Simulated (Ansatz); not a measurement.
# SrCd2Sb2: the cost of one run

Computed with Ansatz 0.2.0 (DFT PBEsol, scalar-relativistic, plane waves, PAW, unless a step's input says otherwise).

2 further runs of the same task are left out: 2 set aside as unsound or not needed.

**1. The starting structure**

Symmetry: P-3m1, No. 164, trigonal system. The conventional cell has a = 4.701 Å, b = 4.701 Å, c = 7.735 Å, α = 90.00°, β = 90.00°, γ = 120.00°. Sr (site symmetry -3m) is surrounded by 6 Sb at 3.33 Å. Cd (site symmetry 3m) is surrounded by 4 Sb at 2.87 to 2.96 Å. Sb (site symmetry 3m) has 4 Cd at 2.87 to 2.96 Å and 3 Sr at 3.33 Å in its first shell of neighbours.

As a file:

```
Sr Cd Sb
1.0
     4.70097    0.00000    0.00000
    -2.35048    4.07116    0.00000
     0.00000    0.00000    7.73462
Sr Cd Sb
1 2 2
Cartesian
  0.0000 0.0000 0.0000
  0.0000 2.7141 4.8866
  2.3505 1.3571 2.8480
  0.0000 2.7141 1.9290
  2.3505 1.3571 5.8056
```

It is the result of an earlier relaxation at this level (volume 29.61 Å³/atom; gap on the mesh: none (metal)).

The unstrained cell comes from an earlier run at this level (5 atoms, E(σ→0) -32679.0472 eV, gap none (metal)).

**2. Strain -1.0 %**

The input, input.yaml:

```yaml
crystal:
  lattice:
    - [4.65395654, 0.0, 0.0]
    - [-2.32697827, 4.0304445918, 0.0]
    - [0.0, 0.0, 7.7810276767]
  atoms:
    - { symbol: Sr, position: [0.0, 0.0, 0.0] }
    - { symbol: Cd, position: [0.3333333333, 0.6666666667, 0.6317814955] }
    - { symbol: Cd, position: [0.6666666667, 0.3333333333, 0.3682185045] }
    - { symbol: Sb, position: [0.3333333333, 0.6666666667, 0.2493944487] }
    - { symbol: Sb, position: [0.6666666667, 0.3333333333, 0.7506055513] }
basis:
  ecutwfc: 420
kpoints:
  mp_grid: { grid: [12, 12, 6] }
hamiltonian:
  xc: pbesol
scf:
  occupations: { method: gaussian, width: 0.1 }
output:
  forces: true
  stress: true
  eigenvalues: true
relax:
  adjacent_minimum: "off"
  f_tol: 0.008
  max_steps: 40
  cell: { stress_tol: 0.015, fix: [a, b, gamma] }
```

The run is started by

```sh
ansatz run input.yaml --threads 1 --pin off --max-ram 2560MiB --backend cpu --events-out ev --progress --plain --runs-dir out
```

**Question.** How long does this run take on 1 thread of AMD EPYC 9R45 (Zen 5), shared host, and how much memory does it need?

About 46 s, with a peak of 0.84 GiB.
